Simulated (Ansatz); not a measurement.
**C₄H₈Ge: a ladder of functionals and wavefunction methods**

An exercise on one series of results from a longer session: the logs are not shown, and one member is left open.

Program: Ansatz 0.2.0, Gaussian basis. Level of theory: functionals in def2-TZVPP, the program's frozen cores in correlated methods. These are calculated values, not measurements.

Plan: PBE-D4, r2SCAN-D4, PBE0-D4, B3LYP-D4, ωB97X-V, ωB97M-V, B2PLYP; CCSD(T)/def2-TZVPP; MP2/def2-QZVPP; extrapolation to the limit.

## The geometry

An earlier PBE0-D4 in a triple-zeta def2 set relaxation fixed the geometry.

13 atoms, charge 0, spin multiplicity 1.

Atoms are counted from 1 here; the program's logs count them from 0.

Bond lengths: C1–C2 1.201 Å, C1–H6 1.064 Å, C2–C3 1.454 Å, C3–C4 1.530 Å, C3–H7 1.096 Å, C3–H8 1.096 Å, C4–Ge5 1.961 Å, C4–H9 1.092 Å, C4–H10 1.092 Å, Ge5–H11 1.537 Å, Ge5–H12 1.540 Å, Ge5–H13 1.540 Å. Angles: C2–C1–H6 179.6°, C1–C2–C3 178.6°, C2–C3–C4 112.6°, C2–C3–H7 108.8°, C2–C3–H8 108.8°, C4–C3–H7 110.2°, C4–C3–H8 110.2°, H7–C3–H8 106.0°, C3–C4–Ge5 112.8°, C3–C4–H9 110.0°, C3–C4–H10 110.0°, Ge5–C4–H9 108.5°, Ge5–C4–H10 108.5°, H9–C4–H10 106.8°, C4–Ge5–H11 110.4°, C4–Ge5–H12 109.9°, C4–Ge5–H13 109.9°, H11–Ge5–H12 109.1° and more.

The first run:

Contents of in.yaml:

```yaml
crystal:
  periodic: [false, false, false]
  atoms:
    - {symbol: C, position_ang: [-1.697753, 2.316588, 1.363068]}
    - {symbol: C, position_ang: [-1.152280, 1.280866, 1.096258]}
    - {symbol: C, position_ang: [-0.478859, 0.041752, 0.742476]}
    - {symbol: C, position_ang: [0.304858, 0.151264, -0.567177]}
    - {symbol: Ge, position_ang: [1.212746, -1.517905, -1.052865]}
    - {symbol: H, position_ang: [-2.184240, 3.231311, 1.605725]}
    - {symbol: H, position_ang: [0.191421, -0.242395, 1.561270]}
    - {symbol: H, position_ang: [-1.224886, -0.757458, 0.670645]}
    - {symbol: H, position_ang: [1.053165, 0.943450, -0.489823]}
    - {symbol: H, position_ang: [-0.366844, 0.430245, -1.382344]}
    - {symbol: H, position_ang: [1.978437, -1.346455, -2.374916]}
    - {symbol: H, position_ang: [0.179774, -2.648873, -1.212665]}
    - {symbol: H, position_ang: [2.204959, -1.917191, 0.055147]}
basis:
  gaussian: {orbitals: def2-TZVPP}
hamiltonian: {xc: pbe, dispersion: d4}
output: {forces: true, orbitals: {seedname: orbitals}}
```

The run is started by

```bash
$ ansatz run in.yaml --threads 2 --pin off --events-out ev --progress --plain --max-ram 22528MiB --backend cuda --devices 0, --max-vram 18GiB
```

Among the steps run: PBE-D4 (GGA); r2SCAN-D4 (meta-GGA); PBE0-D4 (hybrid); B3LYP-D4 (hybrid); ωB97X-V (range-separated); ωB97M-V (range-separated); B2PLYP (double hybrid); CCSD(T) in def2-TZVPP; MP2 in def2-QZVPP.

One table of the session follows, with a row left open; its other results are not shown here.

```
            method  atomisation energy (kJ/mol)
            PBE-D4                       5006.3
         r2SCAN-D4                       4928.9
           PBE0-D4                       4939.4
          B3LYP-D4                       4913.9
           ωB97X-V                            ?
           ωB97M-V                       4918.4
            B2PLYP                       4876.1
     HF/def2-TZVPP                       3652.2
    MP2/def2-TZVPP                       4880.6
   CCSD/def2-TZVPP                       4752.8
CCSD(T)/def2-TZVPP                       4823.4
           MP2/CBS                       4982.3
       CCSD(T)/CBS                       4925.2
```

Estimate the missing values for ωB97X-V.

As computed: atomisation energy (kJ/mol): 4924.4. In the column «atomisation energy (kJ/mol)» it lies between ωB97M-V (4918.4) and CCSD(T)/CBS (4925.2).

Caveats from the session: Free atoms (4 C, 1 Ge, 8 H) were run apart at each level; the atomisation energy is their sum less the molecule, without zero-point or spin-orbit terms.
